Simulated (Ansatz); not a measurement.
# BHO2 (Clinometaborite): the cost of one run

Method: DFT, PBE, plane-wave PAW, default files, scalar-relativistic, as far as a step names no other, in Ansatz 0.2.0.

**1. The system as given**

Symmetry: P2_1/c, No. 14, monoclinic system. Conventional cell: a = 6.773 Å, b = 8.842 Å, c = 7.127 Å, α = 90.00°, β = 93.21°, γ = 90.00°. B (site symmetry 1) has 4 O at 1.42 to 1.57 Å as nearest neighbours. B (site symmetry 1) has 3 O at 1.35 to 1.38 Å as nearest neighbours. B (site symmetry 1) has 3 O at 1.36 to 1.37 Å as nearest neighbours. H (site symmetry 1) has 1 O at 0.89 Å as nearest neighbours. Around H (site symmetry 1) lie 1 O at 0.95 Å. Around H (site symmetry 1) lie 1 O at 0.92 Å. O (site symmetry 1) has 2 B at 1.37 to 1.45 Å as nearest neighbours. O (site symmetry 1) is surrounded by 2 B at 1.37 to 1.38 Å. Only part of the 12 independent sites is listed.

As a file:

```
B H O
1.0
     6.77300    0.00000    0.00000
     0.00000    8.84200    0.00000
    -0.39908    0.00000    7.11582
B H O
12 12 24
Direct
  0.83071 0.04313 0.23416
  0.16929 0.54313 0.26584
  0.16929 0.95687 0.76584
  0.83071 0.45687 0.73416
  0.97679 0.78909 0.26124
  0.02321 0.28909 0.23876
  0.02321 0.21091 0.73876
  0.97679 0.71091 0.76124
  0.67183 0.83759 0.40077
  0.32817 0.33759 0.09923
  0.32817 0.16241 0.59923
  0.67183 0.66241 0.90077
  0.65000 0.13000 0.01200
  0.35000 0.63000 0.48800
  0.35000 0.87000 0.98800
  0.65000 0.37000 0.51200
  0.80900 0.04800 0.93200
  0.19100 0.54800 0.56800
  0.19100 0.95200 0.06800
  0.80900 0.45200 0.43200
  0.44300 0.86400 0.53400
  0.55700 0.36400 0.96600
  0.55700 0.13600 0.46600
  0.44300 0.63600 0.03400
  0.99463 0.93925 0.21653
  0.00537 0.43925 0.28347
  0.00537 0.06075 0.78347
  0.99463 0.56075 0.71653
  0.81577 0.73809 0.35331
  0.18423 0.23809 0.14669
  0.18423 0.26191 0.64669
  0.81577 0.76191 0.85331
  0.68317 0.98687 0.35674
  0.31683 0.48687 0.14326
  0.31683 0.01313 0.64326
  0.68317 0.51313 0.85674
  0.87931 0.19372 0.28810
  0.12069 0.69372 0.21190
  0.12069 0.80628 0.71190
  0.87931 0.30628 0.78810
  0.72342 0.04735 0.03355
  0.27658 0.54735 0.46645
  0.27658 0.95265 0.96645
  0.72342 0.45265 0.53355
  0.51815 0.78405 0.49777
  0.48185 0.28405 0.00223
  0.48185 0.21595 0.50223
  0.51815 0.71595 0.99777
```

**2. First run, atoms as given**

Input file input.yaml:

```yaml
crystal:
  lattice:
    - [6.773, 0.0, 0.0]
    - [0.0, 8.842, 0.0]
    - [-0.3990818167, 0.0, 7.1158177818]
  atoms:
    - { symbol: B, position: [0.83071, 0.04313, 0.23416] }
    - { symbol: B, position: [0.16929, 0.54313, 0.26584] }
    - { symbol: B, position: [0.16929, 0.95687, 0.76584] }
    - { symbol: B, position: [0.83071, 0.45687, 0.73416] }
    - { symbol: B, position: [0.97679, 0.78909, 0.26124] }
    - { symbol: B, position: [0.02321, 0.28909, 0.23876] }
    - { symbol: B, position: [0.02321, 0.21091, 0.73876] }
    - { symbol: B, position: [0.97679, 0.71091, 0.76124] }
    - { symbol: B, position: [0.67183, 0.83759, 0.40077] }
    - { symbol: B, position: [0.32817, 0.33759, 0.09923] }
    - { symbol: B, position: [0.32817, 0.16241, 0.59923] }
    - { symbol: B, position: [0.67183, 0.66241, 0.90077] }
    - { symbol: H, position: [0.65, 0.13, 0.012] }
    - { symbol: H, position: [0.35, 0.63, 0.488] }
    - { symbol: H, position: [0.35, 0.87, 0.988] }
    - { symbol: H, position: [0.65, 0.37, 0.512] }
    - { symbol: H, position: [0.809, 0.048, 0.932] }
    - { symbol: H, position: [0.191, 0.548, 0.568] }
    - { symbol: H, position: [0.191, 0.952, 0.068] }
    - { symbol: H, position: [0.809, 0.452, 0.432] }
    - { symbol: H, position: [0.443, 0.864, 0.534] }
    - { symbol: H, position: [0.557, 0.364, 0.966] }
    - { symbol: H, position: [0.557, 0.136, 0.466] }
    - { symbol: H, position: [0.443, 0.636, 0.034] }
    - { symbol: O, position: [0.99463, 0.93925, 0.21653] }
    - { symbol: O, position: [0.00537, 0.43925, 0.28347] }
    - { symbol: O, position: [0.00537, 0.06075, 0.78347] }
    - { symbol: O, position: [0.99463, 0.56075, 0.71653] }
    - { symbol: O, position: [0.81577, 0.73809, 0.35331] }
    - { symbol: O, position: [0.18423, 0.23809, 0.14669] }
    - { symbol: O, position: [0.18423, 0.26191, 0.64669] }
    - { symbol: O, position: [0.81577, 0.76191, 0.85331] }
    - { symbol: O, position: [0.68317, 0.98687, 0.35674] }
    - { symbol: O, position: [0.31683, 0.48687, 0.14326] }
    - { symbol: O, position: [0.31683, 0.01313, 0.64326] }
    - { symbol: O, position: [0.68317, 0.51313, 0.85674] }
    - { symbol: O, position: [0.87931, 0.19372, 0.2881] }
    - { symbol: O, position: [0.12069, 0.69372, 0.2119] }
    - { symbol: O, position: [0.12069, 0.80628, 0.7119] }
    - { symbol: O, position: [0.87931, 0.30628, 0.7881] }
    - { symbol: O, position: [0.72342, 0.04735, 0.03355] }
    - { symbol: O, position: [0.27658, 0.54735, 0.46645] }
    - { symbol: O, position: [0.27658, 0.95265, 0.96645] }
    - { symbol: O, position: [0.72342, 0.45265, 0.53355] }
    - { symbol: O, position: [0.51815, 0.78405, 0.49777] }
    - { symbol: O, position: [0.48185, 0.28405, 0.00223] }
    - { symbol: O, position: [0.48185, 0.21595, 0.50223] }
    - { symbol: O, position: [0.51815, 0.71595, 0.99777] }
kpoints:
  mp_grid: { grid: [4, 3, 3] }
scf:
  occupations: { method: fermi_dirac, width: 0.02 }
hamiltonian:
  xc: pbe
  pseudopotentials: { kind: paw }
output:
  forces: true
  stress: true
  populations: true
  efg:
    quadrupole_moments_barn: { B: 0.04059, H: 0.00285783, O: -0.02558 }
    contact_densities: true
```

Launch:

```
> ansatz run input.yaml --threads 1 --pin off --max-ram 3072MiB --backend cpu --events-out ev --progress --plain --runs-dir out
```

**Question.** How long does this run take on 1 thread of AMD EPYC 7R43 (Zen 3), shared host, and how much memory does it need?

About 100 s, with a peak of 1.2 GiB.
